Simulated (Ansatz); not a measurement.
# CH7BBrGeN: the cost of one run

Method: RKS PBE-D4/def2-SVP, in Ansatz 0.2.0.

## Step 1: The structure to begin with

Bond lengths: C1–N2 1.461 Å, N2–Ge3 1.845 Å, N2–B4 1.501 Å, B4–Br5 2.007 Å, C1–H6 1.184 Å, C1–H7 1.101 Å, C1–H8 1.060 Å, Ge3–H9 1.542 Å, Ge3–H10 1.538 Å, Ge3–H11 1.591 Å, B4–H12 1.191 Å. Angles (14 of 18 angles, heavy atoms first): C1–N2–Ge3 106.4°, C1–N2–B4 113.7°, Ge3–N2–B4 104.8°, N2–B4–Br5 121.5°, N2–C1–H6 106.1°, N2–C1–H7 110.4°, N2–C1–H8 112.4°, N2–Ge3–H9 110.6°, N2–Ge3–H10 111.6°, N2–Ge3–H11 109.2°, N2–B4–H12 119.9°, Br5–B4–H12 118.1°, H6–C1–H7 105.2°, H6–C1–H8 109.3°.

As a file:

```xyz
12

C    -0.9423   -0.0622    1.0812
N    -0.1064    0.5899    0.0757
Ge    1.4920   -0.3312    0.0523
B    -0.6377    0.4689   -1.3228
Br   -1.0940    2.0899   -2.4142
H    -1.9685    0.5292    1.0877
H    -0.5181    0.0848    2.0861
H    -1.1266   -1.0808    0.8538
H     2.4751    0.3110   -0.9476
H     1.2801   -1.8224   -0.2568
H     2.1735   -0.2331    1.4868
H    -0.9500   -0.5991   -1.7482
```

## Step 2: Relaxing end A

Contents of input.yaml:

```yaml
crystal:
  periodic: [false, false, false]
  atoms:
    - { symbol: C, position_ang: [-0.9423, -0.0622, 1.0812] }
    - { symbol: "N", position_ang: [-0.1064, 0.5899, 0.0757] }
    - { symbol: Ge, position_ang: [1.492, -0.3312, 0.0523] }
    - { symbol: B, position_ang: [-0.6377, 0.4689, -1.3228] }
    - { symbol: Br, position_ang: [-1.094, 2.0899, -2.4142] }
    - { symbol: H, position_ang: [-1.9685, 0.5292, 1.0877] }
    - { symbol: H, position_ang: [-0.5181, 0.0848, 2.0861] }
    - { symbol: H, position_ang: [-1.1266, -1.0808, 0.8538] }
    - { symbol: H, position_ang: [2.4751, 0.311, -0.9476] }
    - { symbol: H, position_ang: [1.2801, -1.8224, -0.2568] }
    - { symbol: H, position_ang: [2.1735, -0.2331, 1.4868] }
    - { symbol: H, position_ang: [-0.95, -0.5991, -1.7482] }
basis:
  gaussian: { orbitals: def2-SVP }
hamiltonian:
  xc: pbe
  dispersion: d4
relax:
  f_tol: 0.015
  max_steps: 40
```

Launch:

```bash
$ ansatz run input.yaml --threads 2 --pin off --max-ram 3072MiB --backend cpu --events-out ev --progress --plain --runs-dir out
```

Q: Estimate wall time and peak memory on 2 threads of AMD EPYC 9R14 (Zen 4), shared host.

About 65 s, with a peak of 0.24 GiB.
